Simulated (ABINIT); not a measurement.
# TaAs (I4_1md) in ABINIT: reference runs

How does TaAs come out in PBEsol? The cell is run as given.

All numbers are computed with ABINIT 10.8.3 (patched build); they aren't measurements. Logs are shortened: lines on timing, memory, paths and dates and some standing lists are left out, and cuts for length are marked. The log counts tension as positive stress, the text compression.

## (1) Starting point

The structure is tetragonal, space group I4_1md (No. 109). The conventional cell has a = 3.444 Å, b = 3.444 Å, c = 11.736 Å, α = 90.00°, β = 90.00°, γ = 90.00°. Around Ta (site symmetry 2mm) lie 6 As at 2.61 to 2.62 Å. As (site symmetry 2mm) is surrounded by 6 Ta at 2.61 to 2.62 Å.

The cell is a database's computed one.

## (2) Single point, PBEsol

run.abi reads:

```
# Pseudopotentials
pp_dirpath "./"
pseudos "Ta.GGA_PBE-JTH.xml, As.GGA_PBE-JTH.xml"

# Structure
acell 3*1.0 Angstrom
rprim
    -1.7218133622     1.7218133622     5.8679415361
     1.7218133622    -1.7218133622     5.8679415361
     1.7218133622     1.7218133622    -5.8679415361
ntypat 2
znucl 73 33
natom 4
typat 1 1 2 2
xred
     0.4999673000     0.4999673000     0.0000000000
     0.2499673000     0.7499673000     0.5000000000
     0.0826321200     0.0826321200     0.0000000000
     0.8326321200     0.3326321200     0.5000000000

# Plane-wave basis
ecut 19.0
pawecutdg 38.0
pawxcdev 0

# k points
kptopt 1
ngkpt 11 11 11
nshiftk 1
shiftk 0.0 0.0 0.0

# Exchange and correlation
ixc -116133

# Bands and occupations
nband 34
occopt 3
tsmear 0.00183747

# SCF cycle
nstep 100
tolvrs 1.0e-9

# Output
iomode 3
prtwf 0
prteig 0
prtebands 0
enunit 2
prtden 1
prtvha 1
prtvclmb 1
prtpot 1
```

Potentials or basis: JTH PAW PBE v2.0.

On the command line:

```sh
$ abinit run.abi > log 2>&1
```

run.abo:

```text
.Version 10.8.3 of ABINIT
 Symmetries : space group I4_1 m d (#109); Bravais tI (body-center tetrag.)
================================================================================
 Values of the parameters that define the memory need of the present run
     intxc =       0    ionmov =       0      iscf =      17    lmnmax =      18
     lnmax =       6     mgfft =      48  mpssoang =       3    mqgrid =    3001
     natom =       4  nloc_mem =       2    nspden =       1   nspinor =       1
    nsppol =       1      nsym =       8    n1xccc =       1    ntypat =       2
    occopt =       3   xclevel =       2
       mpw =        1883          nfft =      110592          nkpt =         126
 PAW method is used; the additional fine FFT grid is defined by:
   mgfftf=        72    nfftf =    373248
================================================================================
================================================================================

--------------------------------------------------------------------------------
------------- Echo of variables that govern the present computation ------------
--------------------------------------------------------------------------------
 -outvars: echo values of preprocessed input variables --------
            acell      1.8897261259E+00  1.8897261259E+00  1.8897261259E+00 Bohr
              amu      1.80947900E+02  7.49215900E+01
             ecut      1.90000000E+01 Hartree
           enunit           2
                       outvar_i_n : Printing only first  50 k-points.
              ixc     -116133
                       outvar_i_n : Printing only first  50 k-points.
         kptrlatt       11    0    0      0   11    0      0    0   11
          kptrlen      7.15826253E+01
            natom           4
            nband          34
            ngfft          48      48      48
          ngfftdg          72      72      72
             nkpt         126
            nstep         100
             nsym           8
           ntypat           2
                       prtocc : prtvol=0, do not print more k-points.
           occopt           3
        pawecutdg      3.80000000E+01 Hartree
         pawxcdev           0
        prtebands           0
           prteig           0
           prtpot           1
         prtvclmb           1
           prtvha           1
            prtwf           0
            rprim     -1.7218133622E+00  1.7218133622E+00  5.8679415361E+00
                       1.7218133622E+00 -1.7218133622E+00  5.8679415361E+00
                       1.7218133622E+00  1.7218133622E+00 -5.8679415361E+00
          spgroup         109
           tolvrs      1.00000000E-09
           tsmear      1.83747000E-03 Hartree
            typat      1  1  2  2
           useylm           1
[... 184 lines left out ...]
  -1.08830   -1.08631   -0.32674   -0.23463   -0.06886    0.07327    0.09732    0.09732
   0.10143    0.11598    0.12812    0.12812    0.22182    0.24598    0.27311    0.30189
   0.30189    0.31130
      occupation numbers for kpt#   1
   2.00000    2.00000    2.00000    2.00000    2.00000    2.00000    2.00000    2.00000
   2.00000    2.00000    2.00000    2.00000    2.00000    2.00000    2.00000    2.00000
   2.00000    2.00000    2.00000    2.00000    2.00000    2.00000    2.00000    2.00000
   2.00000    2.00000    2.00000    2.00000    0.00000    0.00000    0.00000    0.00000
   0.00000    0.00000
 prteigrs : prtvol=0 or 1, do not print more k-points.

 Fermi (or HOMO) energy (eV) =   5.11102   Average Vxc (eV)= -11.87435
 Eigenvalues (   eV  ) for nkpt= 126  k points:
 kpt#   1, nband= 34, wtk=  0.00075, kpt=  0.0000  0.0000  0.0000 (reduced coord)
 -63.25534  -63.24532  -30.55181  -30.55181  -30.52228  -30.51475  -30.50413  -30.50413
 -30.49939  -30.49782  -30.49653  -30.49101  -29.80696  -29.73904  -29.73904  -29.61416
 -29.61416  -29.56013   -8.89096   -6.38458   -1.87372    1.99373    2.64827    2.64827
   2.75997    3.15597    3.48623    3.48623    6.03596    6.69359    7.43173    8.21493
   8.21493    8.47092
 prteigrs : prtvol=0 or 1, do not print more k-points.

--- !EnergyTerms
iteration_state     : {dtset: 1, }
comment             : Components of total free energy in Hartree
kinetic             :  2.00888152212860E+01
hartree             :  7.62197803970616E+01
xc                  : -2.05610513777759E+01
Ewald energy        : -2.27827661807363E+02
psp_core            :  2.39329142687526E+01
local_psp           : -1.81367294431126E+02
PAW spherical_terms : -3.63222478039543E+01
internal            : -3.45836745533119E+02
'-kT*entropy'       : -1.73212084907312E-04
total_energy        : -3.45836918745203E+02
total_energy_eV     : -9.41070197409568E+03
...

--- !EnergyTermsDC
iteration_state     : {dtset: 1, }
comment             : '"Double-counting" decomposition of free energy'
band_energy         : -4.48023176333415E+01
Ewald energy        : -2.27827661807363E+02
psp_core            :  2.39329142687526E+01
xc_dc               : -8.30441160880659E+01
PAW spherical_terms : -1.40955688765641E+01
internal            : -3.45836750136582E+02
'-kT*entropy'       : -1.73212084907312E-04
total_energy_dc     : -3.45836923348667E+02
total_energy_dc_eV  : -9.41070209936229E+03
...

--- !EnergyTermsWithPAWCore
iteration_state     : {dtset: 1, }
comment             : 'Components of total free energy, including PAW core contributions'
Total energy        : -3.57195485943558E+04
Total energy DC     : -3.57195485989592E+04
Total energy (eV)   : -9.71978433333102E+05
Total energy DC (eV): -9.71978433458369E+05
...

 Cartesian components of stress tensor (hartree/bohr^3)
  sigma(1 1)=  1.19877176E-04  sigma(3 2)=  0.00000000E+00
  sigma(2 2)=  1.19877176E-04  sigma(3 1)=  0.00000000E+00
  sigma(3 3)=  1.41482506E-04  sigma(2 1)=  0.00000000E+00

-Cartesian components of stress tensor (GPa)         [Pressure= -3.7388E+00 GPa]
- sigma(1 1)=  3.52690828E+00  sigma(3 2)=  0.00000000E+00
- sigma(2 2)=  3.52690828E+00  sigma(3 1)=  0.00000000E+00
- sigma(3 3)=  4.16255903E+00  sigma(2 1)=  0.00000000E+00

== END DATASET(S) ==============================================================
================================================================================

 -outvars: echo values of variables after computation  --------
            acell      1.8897261259E+00  1.8897261259E+00  1.8897261259E+00 Bohr
           etotal     -3.4583692335E+02
            fcart      3.5294749531E-20 -1.2733557634E-19  4.4797166498E-04
                       6.0160774310E-20  5.9506656854E-21  4.4797166498E-04
                      -1.1437088293E-19  4.8259442939E-20 -4.4797166498E-04
                       1.8915359094E-20  7.3125467718E-20 -4.4797166498E-04
            rprim     -1.7218133622E+00  1.7218133622E+00  5.8679415361E+00
                       1.7218133622E+00 -1.7218133622E+00  5.8679415361E+00
                       1.7218133622E+00  1.7218133622E+00 -5.8679415361E+00
           strten      1.1987717597E-04  1.1987717597E-04  1.4148250578E-04
                       0.0000000000E+00  0.0000000000E+00  0.0000000000E+00
           xangst      9.1412655925E-18  4.7285934492E-17  5.8675577727E+00
                       1.7218133622E+00 -4.7000377860E-16  2.9335870047E+00
                      -3.2804053820E-18  1.2606413640E-17  9.6976089833E-01
                       0.0000000000E+00  1.7218133622E+00  3.9037316664E+00
             xred      4.9996730000E-01  4.9996730000E-01  1.6385980421E-17
                       2.4996730000E-01  7.4996730000E-01  5.0000000000E-01
                       8.2632120000E-02  8.2632120000E-02  2.7081937169E-18
                       8.3263212000E-01  3.3263212000E-01  5.0000000000E-01
 Calculation completed.
```

It took 14 min on 1 thread of Arm Neoverse V2, shared host; peak memory 0.45 GiB.

What came out:

| Quantity | Value |
| --- | --- |
| Free energy | -9410.7021 eV |
| Pressure | -3.7 GPa |
| Largest force | 0.023 eV/Å |
| Band gap on the k mesh | none (metal or under the smearing width) |
| Valence electrons inside the program's atomic spheres | Ta 10.56; As 12.82 |

Forces on the atoms (eV/Å):
```
Ta   0.000  0.000  0.023
Ta   0.000  0.000  0.023
As   0.000  0.000 -0.023
As   0.000  0.000 -0.023
```

Caveat: the PAW data sets were made with another functional, which shifts forces and pressure a little. The run has no spin-orbit coupling, so splittings on Ta are missing.
